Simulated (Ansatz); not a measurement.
**SiGeH₃ (doublet): from Hartree-Fock to the top rungs at distance Si1–Ge2 = 2.583 Å, cc-pVTZ**

The task here is to estimate one member of a computed series from the others.

The runs use Ansatz 0.2.0, Gaussian basis; cc-pVTZ, core rule «outside noble gas», up to 19 orbitals frozen.

Plan: UHF; CCSD(T) on ROHF; CCSD(T) on UHF; BCCD(T) on ROHF; CCSDT(Q) on ROHF; CCSDT(Q) on UHF; CASSCF and NEVPT2, 3 electrons in 3 orbitals.

## The geometry

The geometry derives from a PBE0/def2-TZVP stationary point (not a proven minimum). One bond is set to the value named and the two fragments are kept rigid. No spin-orbit coupling is included. The filled d shell of Ge may be among the frozen orbitals whatever the setting's name suggests.

5 atoms, charge 0, spin multiplicity 2.

Atoms are counted from 1 here; the program's logs count them from 0.

Bond lengths: Si1–Ge2 2.583 Å, Si1–H3 1.524 Å, Ge2–H4 1.547 Å, Ge2–H5 1.546 Å. Angles: Ge2–Si1–H3 89.7°, Si1–Ge2–H4 127.4°, Si1–Ge2–H5 123.9°, H4–Ge2–H5 106.5°.

The first run:

Contents of in.yaml:

```yaml
crystal:
  periodic: [false, false, false]
  atoms:
    - {symbol: Si, position_ang: [-0.032522, 0.099696, 1.873380]}
    - {symbol: Ge, position_ang: [0.014187, -0.018913, -0.706473]}
    - {symbol: H, position_ang: [0.230721, -1.400419, 1.939366]}
    - {symbol: H, position_ang: [-0.325329, -1.236915, -1.598515]}
    - {symbol: H, position_ang: [-0.021572, 1.222383, -1.627281]}
basis:
  gaussian: {orbitals: cc-pVTZ}
magnetization: {spin_polarized: true, initial_magnetization: 1}
hamiltonian: {xc: hf}
output: {orbitals: {seedname: orbitals}}
```

Launch:

```console
ansatz run in.yaml --threads 1 --pin off --events-out ev --progress --plain --max-ram 2560MiB --backend cpu
```

Among the steps run: UHF; CCSD(T) on ROHF; CCSD(T) on UHF; BCCD(T) on ROHF; CCSDT(Q) on ROHF; CCSDT(Q) on UHF; CASSCF and NEVPT2, 3 electrons in 3 orbitals.

One of the session's tables, all rows but one given; the rest of the session is left out.

It belongs to the step «Misses and costs». 

```
     method  from UCCSDT(Q) (kcal/mol)
       ROHF                    +165.66
        UHF                    +161.15
       RMP2                          ?
       UMP2                     +37.88
      RCCSD                      +8.44
      UCCSD                      +8.43
   RCCSD(T)                      +1.67
   UCCSD(T)                      +1.81
    BCCD(T)                      +1.64
     RCCSDT                      +0.48
     UCCSDT                      +0.46
  RCCSDT(Q)                      +0.06
  UCCSDT(Q)                          0
CASSCF pair                    +153.91
NEVPT2 pair                     +34.93
```

Estimate the missing values for RMP2.

The run gave: from UCCSDT(Q) (kcal/mol): +34.10. In the column «from UCCSDT(Q) (kcal/mol)» it lies between RCCSD (+8.44) and NEVPT2 pair (+34.93).

To keep in mind: Restricted and unrestricted rows rest on different reference determinants; a gap between their highest levels can come from leftover correlation error, from unlike frozen cores or from another state.
